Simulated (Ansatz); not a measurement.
**Y2P (CdCl2 type): how the settings move a single-point run**

Question: which choices in the input matter for Y2P (CdCl2 type)?

Computed with Ansatz 0.2.0 (reference: DFT, PBEsol, PAW with Ansatz's default frozen-core files, scalar-relativistic, unless a step's input says otherwise).

## Step 1: Starting point

It takes space group R-3m (No. 166, trigonal). Conventional cell: a = 3.512 Å, b = 3.512 Å, c = 15.659 Å, α = 90.00°, β = 90.00°, γ = 120.00°. P (site symmetry -3m) is surrounded by 6 Y at 2.52 Å. Around Y (site symmetry 3m) lie 3 P at 2.52 Å.

Coordinates:

```xyz
3
Lattice="1.7559 -1.0138 5.2197 0.0000 2.0275 5.2197 -1.7559 -1.0138 5.2197" Properties=species:S:1:pos:R:3 pbc="T T T"
P     0.0000    0.0000    0.0000
Y     0.0000    0.0000    3.7172
Y     0.0000    0.0000   11.9419
```

## Step 2: Reference

The input, input.yaml:

```yaml
crystal:
  lattice:
    - [1.7559012106, -1.0137700366, 5.2196874741]
    - [0.0, 2.0275400732, 5.2196874741]
    - [-1.7559012106, -1.0137700366, 5.2196874741]
  atoms:
    - { symbol: P, position: [0.0, 0.0, 0.0] }
    - { symbol: "Y", position: [0.2373815301, 0.2373815301, 0.2373815301] }
    - { symbol: "Y", position: [0.7626184699, 0.7626184699, 0.7626184699] }
kpoints:
  mp_grid: { grid: [11, 11, 11] }
  band_path:
    path:
      - [0.0, 0.0, 0.0]
      - [0.5, 0.5, 0.5]
      - [0.8081856119, 0.1918143881, 0.5]
      - [0.5, -0.1918143881, 0.1918143881]
      - [0.5, 0.0, 0.0]
      - [0.0, 0.0, 0.0]
      - [0.3459071941, -0.3459071941, 0.0]
      - [0.6540928059, 0.0, 0.3459071941]
      - [0.5, 0.0, 0.5]
    npoints: 14
scf:
  occupations: { method: fermi_dirac, width: 0.05 }
hamiltonian:
  xc: pbesol
  pseudopotentials: { kind: paw }
output:
  forces: true
  stress: true
  eigenvalues: true
  populations: true
  bader: true
  write_density: true
  write_potential: true
  elf: true
  volumetric_format: npy
```

Started as:

```sh
ansatz run input.yaml --threads 1 --pin off --max-ram 3072MiB --backend cpu --events-out ev --progress --plain --runs-dir out
```

## Step 3: Changing settings: xc rpbe

input.yaml, as its differences from that of step 2:

```diff
@@ -26,3 +26,3 @@
 hamiltonian:
-  xc: pbesol
+  xc: rpbe
   pseudopotentials: { kind: paw }
@@ -33,3 +33,2 @@
   populations: true
-  bader: true
   write_density: true
```

Before running it: what results should come out? Wanted: for each run, ending; energy change; pressure; gap; force.

The runs gave:

| run | ending | energy change | pressure (GPa) | gap (eV) | force (eV/Å) | cycles | time |
| --- | --- | --- | --- | --- | --- | --- | --- |
| reference | converged | - | 34.3 | 0.00 | 0.00 | 6 | 35 s |
| 1: xc rpbe | converged | not comparable | 41.6 | 0.00 | 0.09 | 6 | 11 s |

Times don't compare one to one where runs were asked for different outputs or read a saved state (see the inputs); cycles may leave out searches for a lower state.

Residual by cycle in the longest SCF loop of each run; runs are numbered as in the table. The quantity is the density residual dr2, in eV.

| cycle | reference | run 1 |
| --- | --- | --- |
| 1 | 0.0698 | 0.0392 |
| 2 | 0.0197 | 0.0113 |
| 3 | 4.8e-4 | 3.9e-4 |
| 4 | 9.5e-6 | 9.6e-6 |
| 5 | 7.1e-7 | 6.1e-7 |
| 6 | 2.8e-8 | 4.9e-8 |

**Reading.** A change of functional puts the total energy on another scale; the pressure goes from 34.3 to 41.6 GPa and the largest force goes from 0.00 to 0.09 eV/Å. At this fixed cell a higher pressure means that this functional prefers a larger volume than the reference. The structure is not at rest: the sound run finds 34 GPa, so these are no properties of the relaxed crystal. 
